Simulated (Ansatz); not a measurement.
# C2H8NSi radical: small, medium and large basis sets

One table from this session's results is given with a row withheld; the runs are named, their logs left out.

The runs use Ansatz 0.2.0, Gaussian basis; one geometry, several basis sets.

The runs, in order: PBE0-D4/def2-SVP; ωB97M-V/def2-SVP; PBE0-D4/def2-QZVPP; ωB97M-V/def2-QZVPP; the functionals' def2-TZVPP values are taken from earlier runs.

1 further run of the same task is left out (it didn't finish).

## The geometry

An earlier PBE0-D4 in a triple-zeta def2 set relaxation fixed the geometry.

SMILES `CN(C)[SiH2]`, 12 atoms, charge 0, spin multiplicity 2.

Atoms are counted from 1 here; the program's logs count them from 0.

Bond lengths: C1–N2 1.441 Å, C1–H5 1.097 Å, C1–H6 1.099 Å, C1–H7 1.091 Å, N2–C3 1.441 Å, N2–Si4 1.724 Å, C3–H8 1.099 Å, C3–H9 1.097 Å, C3–H10 1.091 Å, Si4–H11 1.495 Å, Si4–H12 1.495 Å. Angles: N2–C1–H5 110.4°, N2–C1–H6 112.2°, N2–C1–H7 110.5°, H5–C1–H6 107.6°, H5–C1–H7 107.9°, H6–C1–H7 108.1°, C1–N2–C3 113.9°, C1–N2–Si4 121.8°, C3–N2–Si4 121.8°, N2–C3–H8 112.2°, N2–C3–H9 110.4°, N2–C3–H10 110.5°, H8–C3–H9 107.6°, H8–C3–H10 108.1°, H9–C3–H10 107.9°, N2–Si4–H11 106.6°, N2–Si4–H12 106.7°, H11–Si4–H12 110.7°.

Set-up of the first run:

File in.yaml:

```yaml
crystal:
  periodic: [false, false, false]
  atoms:
    - {symbol: C, position_ang: [-0.374340, 1.052125, -0.802338]}
    - {symbol: N, position_ang: [-0.051955, -0.102348, -0.002787]}
    - {symbol: C, position_ang: [1.123312, 0.061853, 0.814412]}
    - {symbol: Si, position_ang: [-1.205791, -1.345200, 0.305153]}
    - {symbol: H, position_ang: [0.455586, 1.292108, -1.478814]}
    - {symbol: H, position_ang: [-0.569558, 1.941737, -0.187280]}
    - {symbol: H, position_ang: [-1.259073, 0.859533, -1.411774]}
    - {symbol: H, position_ang: [1.019283, 0.889764, 1.529658]}
    - {symbol: H, position_ang: [1.998306, 0.273378, 0.187038]}
    - {symbol: H, position_ang: [1.327067, -0.850403, 1.377920]}
    - {symbol: H, position_ang: [-1.956297, -1.558672, -0.970509]}
    - {symbol: H, position_ang: [-0.429538, -2.569173, 0.673322]}
basis:
  gaussian: {orbitals: def2-SVP}
magnetization: {spin_polarized: true, initial_magnetization: 1}
hamiltonian: {xc: pbe0, dispersion: d4}
output: {orbitals: {seedname: orbitals}}
```

Steps of the session up to this table: PBE0-D4 in def2-SVP; ωB97M-V in def2-SVP; PBE0-D4 in def2-QZVPP; ωB97M-V in def2-QZVPP.

One table of the session follows, with a row left open; its other results are not shown here.

It belongs to the step «Density functionals: the series». 

```
functional       basis  HOMO (eV)  LUMO (eV)
   PBE0-D4    def2-SVP      -4.96      -1.60
   PBE0-D4  def2-TZVPP      -5.07      -1.70
   PBE0-D4  def2-QZVPP      -5.10      -1.76
   ωB97M-V    def2-SVP          ?          ?
   ωB97M-V  def2-TZVPP      -6.90      -0.13
   ωB97M-V  def2-QZVPP      -6.93      -0.26
```

**Question.** Estimate the row for ωB97M-V, def2-SVP.

**Answer.** HOMO (eV): -6.78; LUMO (eV): 0.07. In the column «HOMO (eV)» it lies between ωB97M-V, def2-TZVPP (-6.90) and PBE0-D4, def2-QZVPP (-5.10).
